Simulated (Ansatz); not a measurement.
# F₃GeHSe: one species, many methods

Aim: compute F₃GeHSe with functionals from several rungs and with coupled cluster, and see how far each lands from CCSD(T) at the basis-set limit for the atomisation energy.

The runs use Ansatz 0.2.0, Gaussian basis; functionals in def2-TZVPP, the program's frozen cores in correlated methods.

The runs, in order: LDA (SPW92), PBE-D4, revPBE-D4, BLYP-D4, r2SCAN-D4, B97M-V, PBE0-D4, B3LYP-D4, r2SCANh-D4, r2SCAN0-D4, HSE06-D4, BHLYP-D4, CAM-B3LYP-D4, LC-ωPBE, ωB97X-V, ωB97M-V, B2PLYP, PBE-QIDH; CCSD(T)/def2-SVP; CCSD(T)/def2-TZVPP; MP2/def2-QZVPP; extrapolation to the limit; RPA on PBE.

### 1 Structure used throughout

An earlier PBE0-D4 in a triple-zeta def2 set relaxation fixed the geometry.

SMILES `[F][Ge]([F])([F])[SeH]`, 6 atoms, charge 0, spin multiplicity 1.

Atoms are counted from 1 here; the program's logs count them from 0.

Bond lengths: F1–Ge2 1.709 Å, Ge2–F3 1.709 Å, Ge2–F4 1.708 Å, Ge2–Se5 2.300 Å, Se5–H6 1.471 Å. Angles: F1–Ge2–F3 104.4°, F1–Ge2–F4 106.9°, F1–Ge2–Se5 114.4°, F3–Ge2–F4 106.9°, F3–Ge2–Se5 114.3°, F4–Ge2–Se5 109.4°, Ge2–Se5–H6 89.8°.

### 2 LDA

This LDA is Slater exchange with PW92 correlation.

in.yaml reads:

```yaml
crystal:
  periodic: [false, false, false]
  atoms:
    - {symbol: F, position_ang: [0.616317, -0.649298, 1.617901]}
    - {symbol: Ge, position_ang: [0.138122, -0.488313, -0.015372]}
    - {symbol: F, position_ang: [-1.426084, -1.175675, -0.069911]}
    - {symbol: F, position_ang: [1.159340, -1.503962, -0.933551]}
    - {symbol: Se, position_ang: [0.259575, 1.657695, -0.832674]}
    - {symbol: H, position_ang: [-0.705169, 2.095553, 0.187607]}
basis:
  gaussian: {orbitals: def2-TZVPP}
hamiltonian: {xc: lda}
output: {orbitals: {seedname: orbitals}}
```

Command:

```
ansatz run in.yaml --threads 4 --pin off --events-out ev --progress --plain --max-ram 10444MiB
```

The runs that follow: PBE-D4 (GGA); revPBE-D4 (GGA); BLYP-D4 (GGA); r2SCAN-D4 (meta-GGA); B97M-V (meta-GGA); B3LYP-D4 (hybrid); r2SCANh-D4 (hybrid); r2SCAN0-D4 (hybrid); HSE06-D4 (hybrid); BHLYP-D4 (hybrid); CAM-B3LYP-D4 (range-separated); LC-ωPBE (range-separated); ωB97X-V (range-separated); ωB97M-V (range-separated); B2PLYP (double hybrid); PBE-QIDH (double hybrid); CCSD(T) in def2-SVP; CCSD(T) in def2-TZVPP; MP2 in def2-QZVPP; RPA on PBE orbitals.

Before running them: what should the planned runs give, taken together? Wanted: atomisation energy, CCSD(T)/CBS; farthest beyond LDA; mean size of error, GGA; mean size of error, meta-GGA; mean size of error, hybrid; mean size of error, range-separated; mean size of error, double hybrid; gap, smallest and largest; T1 diagnostic.

**Answer**, as computed:

| quantity | value |
| --- | --- |
| atomisation energy, CCSD(T)/CBS | 489.4 kcal/mol |
| functionals within 4.9 kcal/mol (1.0 %) | r2SCAN-D4, B97M-V, ωB97X-V |
| farthest beyond LDA | BHLYP-D4 (-37.3 kcal/mol) |
| mean size of error, GGA | 8.7 kcal/mol |
| mean size of error, meta-GGA | 1.5 kcal/mol |
| mean size of error, hybrid | 17.3 kcal/mol |
| mean size of error, range-separated | 6.5 kcal/mol |
| mean size of error, double hybrid | 11.4 kcal/mol |
| gap, smallest and largest | 4.29 eV (LDA (SPW92)), 11.70 eV (LC-ωPBE) |
| T1 diagnostic | 0.0116 |
| triples share of the correlation energy | 3.2 % |

LDA overbinds by 88.5 kcal/mol (18 %). PBE-D4 is off by +7.0 kcal/mol. Double hybrids carry the basis error of their MP2 part in triple zeta, and no dispersion term here, so their miss is partly the set-up's. By mean error the best rung here is meta-GGA (1.5 kcal/mol) and the worst beyond LDA is hybrid (17.3 kcal/mol). The mean of the hybrids holds BHLYP, with half exact exchange. The reference freezes the cores and leaves out relativity and excitations past (T), and its outer-core shells are covered unevenly, so misses under about 4.9 kcal/mol can't be ranked. All levels share the lack of spin-orbit coupling, which lowers the free heavy atoms and so the true binding. Hartree-Fock recovers 67 % of the binding; the rest is correlation. CCSD(T) in def2-SVP is off by -44.4 kcal/mol, more than most functionals: a good method in a small basis is no reference. Orbital gaps span 4.3 to 11.7 eV; exact exchange widens them. Correlated methods include outer-core shells of Ge, Se, which these sets cover unevenly.
